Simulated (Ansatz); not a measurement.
**C10H14O4: a ladder of functionals and wavefunction methods**

The task here is to estimate one member of a computed series from the others.

Computed with Ansatz 0.2.0, Gaussian basis. Level: functionals in def2-TZVPP, the program's frozen cores in correlated methods.

Plan: LDA (SPW92), PBE-D4, revPBE-D4, BLYP-D4, r2SCAN-D4, B97M-V, PBE0-D4, B3LYP-D4, r2SCANh-D4, r2SCAN0-D4, HSE06-D4, BHLYP-D4, CAM-B3LYP-D4, LC-ωPBE, ωB97X-V, ωB97M-V, B2PLYP, PBE-QIDH; CCSD(T)/def2-SVP; CCSD(T)/def2-TZVPP; MP2/def2-QZVPP; extrapolation to the limit; RPA on PBE.

### The relaxed structure

An earlier PBE0-D4 in a triple-zeta def2 set relaxation fixed the geometry.

SMILES `C=C(C)C(=O)OC1(C)CCOC(=O)C1`, 28 atoms, charge 0, spin multiplicity 1.

Atoms are counted from 1 here; the program's logs count them from 0.

Bond lengths: C1–C2 1.330 Å, C1–H15 1.083 Å, C1–H16 1.084 Å, C2–C3 1.493 Å, C2–C4 1.492 Å, C3–H17 1.093 Å, C3–H18 1.090 Å, C3–H19 1.093 Å, C4–O5 1.204 Å, C4–O6 1.344 Å, O6–C7 1.451 Å, C7–C8 1.516 Å, C7–C9 1.539 Å, C7–C14 1.529 Å, C8–H20 1.088 Å, C8–H21 1.092 Å, C8–H22 1.093 Å, C9–C10 1.514 Å and more. Angles: C2–C1–H15 120.3°, C2–C1–H16 121.2°, H15–C1–H16 118.5°, C1–C2–C3 124.0°, C1–C2–C4 116.7°, C3–C2–C4 119.2°, C2–C3–H17 111.0°, C2–C3–H18 110.4°, C2–C3–H19 111.3°, H17–C3–H18 108.6°, H17–C3–H19 106.8°, H18–C3–H19 108.6°, C2–C4–O5 125.0°, C2–C4–O6 110.5°, O5–C4–O6 124.5°, C4–O6–C7 121.3°, O6–C7–C8 111.1°, O6–C7–C9 103.5° and more.

Set-up of the first run:

in.yaml reads:

```yaml
crystal:
  periodic: [false, false, false]
  atoms:
    - {symbol: C, position_ang: [-3.663356, -0.714488, -0.981516]}
    - {symbol: C, position_ang: [-2.594728, -0.662777, -0.192106]}
    - {symbol: C, position_ang: [-2.496441, -1.353588, 1.128278]}
    - {symbol: C, position_ang: [-1.432037, 0.130104, -0.687194]}
    - {symbol: O, position_ang: [-1.369694, 0.665232, -1.763468]}
    - {symbol: O, position_ang: [-0.458847, 0.165706, 0.238619]}
    - {symbol: C, position_ang: [0.813271, 0.809066, -0.029393]}
    - {symbol: C, position_ang: [0.628783, 2.286686, -0.314478]}
    - {symbol: C, position_ang: [1.612703, 0.579575, 1.265432]}
    - {symbol: C, position_ang: [2.761982, -0.385337, 1.061997]}
    - {symbol: O, position_ang: [2.346931, -1.558484, 0.369732]}
    - {symbol: C, position_ang: [1.736291, -1.368298, -0.818267]}
    - {symbol: O, position_ang: [1.409068, -2.307578, -1.480745]}
    - {symbol: C, position_ang: [1.496087, 0.073175, -1.182593]}
    - {symbol: H, position_ang: [-3.665749, -0.197296, -1.933035]}
    - {symbol: H, position_ang: [-4.546270, -1.274150, -0.695663]}
    - {symbol: H, position_ang: [-1.660521, -2.057232, 1.139864]}
    - {symbol: H, position_ang: [-3.415335, -1.900580, 1.341156]}
    - {symbol: H, position_ang: [-2.319780, -0.640035, 1.936653]}
    - {symbol: H, position_ang: [0.079777, 2.448896, -1.239311]}
    - {symbol: H, position_ang: [1.609186, 2.762168, -0.392510]}
    - {symbol: H, position_ang: [0.088148, 2.758825, 0.509188]}
    - {symbol: H, position_ang: [0.930013, 0.187339, 2.020662]}
    - {symbol: H, position_ang: [2.008297, 1.525982, 1.641920]}
    - {symbol: H, position_ang: [3.160869, -0.732271, 2.014713]}
    - {symbol: H, position_ang: [3.584322, 0.086372, 0.512038]}
    - {symbol: H, position_ang: [2.457159, 0.559072, -1.380382]}
    - {symbol: H, position_ang: [0.899881, 0.113915, -2.089613]}
basis:
  gaussian: {orbitals: def2-TZVPP}
hamiltonian: {xc: lda}
output: {orbitals: {seedname: orbitals}}
```

The run is started by

```sh
$ ansatz run in.yaml --threads 11 --pin off --events-out ev --progress --plain --max-ram 166912MiB --backend cuda --devices 0, --max-vram 75GiB
```

Among the steps run: LDA; PBE-D4 (GGA); revPBE-D4 (GGA); BLYP-D4 (GGA); r2SCAN-D4 (meta-GGA); B97M-V (meta-GGA); B3LYP-D4 (hybrid); r2SCANh-D4 (hybrid); r2SCAN0-D4 (hybrid); HSE06-D4 (hybrid); BHLYP-D4 (hybrid); CAM-B3LYP-D4 (range-separated); LC-ωPBE (range-separated); ωB97X-V (range-separated); ωB97M-V (range-separated); B2PLYP (double hybrid); PBE-QIDH (double hybrid).

One table of the session follows, with a row left open; its other results are not shown here.

It belongs to the step «Frontier levels by functional». 

```
  functional  HOMO (eV)  gap (eV)
 LDA (SPW92)      -6.34      3.88
      PBE-D4      -6.14      3.94
   revPBE-D4      -6.06      3.96
     BLYP-D4      -6.05      3.98
   r2SCAN-D4      -6.45      4.41
      B97M-V      -6.62      4.64
     PBE0-D4      -7.75      6.52
    B3LYP-D4      -7.52      6.05
  r2SCANh-D4      -7.07      5.37
  r2SCAN0-D4      -7.90      6.75
    HSE06-D4      -7.35      5.73
    BHLYP-D4      -8.75      8.60
CAM-B3LYP-D4      -9.08      8.98
     LC-ωPBE     -10.45     11.53
     ωB97X-V          ?         ?
     ωB97M-V      -9.98     10.90
```

Estimate the missing values for ωB97X-V.

The run gave: HOMO (eV): -10.07; gap (eV): 11.08. In the column «HOMO (eV)» it lies between LC-ωPBE (-10.45) and ωB97M-V (-9.98).
